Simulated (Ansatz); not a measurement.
Runs of Ansatz 0.2.0 on Sn3Te. It takes space group Pm-3m (No. 221, cubic). The conventional cell has a = 4.866 Å, b = 4.866 Å, c = 4.866 Å, α = 90.00°, β = 90.00°, γ = 90.00°. Around Te (site symmetry m-3m) lie 12 Sn at 3.44 Å. Around Sn (site symmetry 4/mmm) lie 4 Te at 3.44 Å and 8 Sn at 3.44 Å. The cell comes from a database or a generator and needn't be the stable form of this composition.

```csv
task,level,potentials or basis,spin,k mesh,cutoff (eV),basis error allowed,pressure (GPa)
band structure,PBEsol,"all-electron LAPW, relativistic spinors","SOC, no magnetisation",4 × 4 × 4,138,0.002 eV/atom,-2.6
band structure,PBEsol,"all-electron LAPW, scalar-relativistic",off,4 × 4 × 4,138,0.002 eV/atom,(a)
band structure,LDA,"all-electron LAPW, scalar-relativistic",off,6 × 6 × 6,138,0.002 eV/atom,-3.5
single point,PBEsol,"all-electron LAPW, scalar-relativistic",off,6 × 6 × 6,151,0.001 eV/atom,-2.4
band structure,PBEsol,"all-electron LAPW, scalar-relativistic",off,6 × 6 × 6,138,0.002 eV/atom,-2.4
band structure,PBE,"all-electron LAPW, scalar-relativistic",off,6 × 6 × 6,138,0.002 eV/atom,0.3
```

Alike in all rows: cell as given; smearing fermi-dirac 0.05 eV.

Q: Estimate the missing entries.

A: (a) -2.7.

Caveats: the k mesh is thin for a metal, which can move the energy by tens of meV per atom (some runs).

Not every run made on this cell is shown here.
